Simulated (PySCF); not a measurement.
**A gas-phase reaction: ClH5Si2 + F2 → ClFH4Si2 + FH**

Wanted: the reaction energy for `[SiH3][SiH2]Cl` + `FF` → `F[SiH]([SiH3])Cl` + `F`.

Programs: PySCF 2.14.0. All values are calculated, for the isolated system unless a continuum is named. Atoms count from 0, parts from 1.

## (1) The system as given

Each species was relaxed by itself at PBE0-D3(BJ)/def2-SVPD.

## (2) Energies of the species: wB97M-D3(BJ)/def2-TZVPD

The job: settings as JSON, then the geometry in Å.

```
{"job": {"kind": "react", "xc": "wB97M-D3(BJ)", "basis": "def2-TZVPD"}, "charge": 0, "multiplicity": 1}
-1 ClH5Si2 charge 0 multiplicity 1
Si    -0.488860    -0.768210     0.426980
Si     0.751850     1.064570    -0.340770
Cl     0.350460     1.300280    -2.382800
H     -0.228040    -0.974840     1.884250
H     -0.081780    -1.989380    -0.328050
H     -1.942560    -0.505770     0.215160
H      2.221440     0.854960    -0.199770
H      0.369550     2.337130     0.335840

-1 F2 charge 0 multiplicity 1
F      0.688740     0.018920     0.001750
F     -0.688740    -0.018920    -0.001750

+1 ClFH4Si2 charge 0 multiplicity 1
F      0.707580    -2.150550     0.035360
Si    -0.202430    -0.913290     0.602630
Si     0.226100     1.004590    -0.668840
Cl     0.373470    -0.571240     2.564000
H     -1.607160    -1.398530     0.636680
H      0.017490     0.696580    -2.114280
H      1.631150     1.441020    -0.429680
H     -0.724880     2.071690    -0.239060

+1 FH charge 0 multiplicity 1
F      0.459140     0.027460     0.011030
H     -0.459140    -0.027460    -0.011030
```

With the program's defaults for keys left out, this is: wB97M-D3(BJ)/def2-TZVPD reaction energy of separated species, gas phase.

Started as:

```bash
OMP_NUM_THREADS=1 python cluster_run.py task.json out
```

This one command runs all jobs of the session in turn.

**Question.** The jobs that follow are: PBE0-D3(BJ)/def2-TZVPD reaction energy of separated species, gas phase. Predict: reaction energy (wB97M-D3(BJ)/def2-TZVPD); ΔH, ΔG at 298 K (xTB thermal terms). Thermal terms come from harmonic xTB runs on each species.

As calculated:

| quantity | value |
| --- | --- |
| reaction energy (wB97M-D3(BJ)/def2-TZVPD) | -159.2 kcal/mol |
| ΔH, ΔG at 298 K (xTB thermal terms) | -157.4, -156.6 kcal/mol |
| range of the reaction energy over the runs of this table | -159.2 to -157.5 kcal/mol |

**Reading.** The reaction is exothermic by 157.4 kcal/mol in the gas phase; dispersion gives -0.03, and xTB itself gave -120.5 for the electronic energy (xTB energies and thermal terms come from the earlier relaxation of each species, not shown). No barrier was sought. xTB and this level differ widely in the electronic energy, so what comes from xTB (the thermal terms above all) is less safe here. The reaction energy runs from -159.2 (wB97M-D3(BJ)/def2-TZVPD) to -157.5 kcal/mol (PBE0-D3(BJ)/def2-TZVPD).
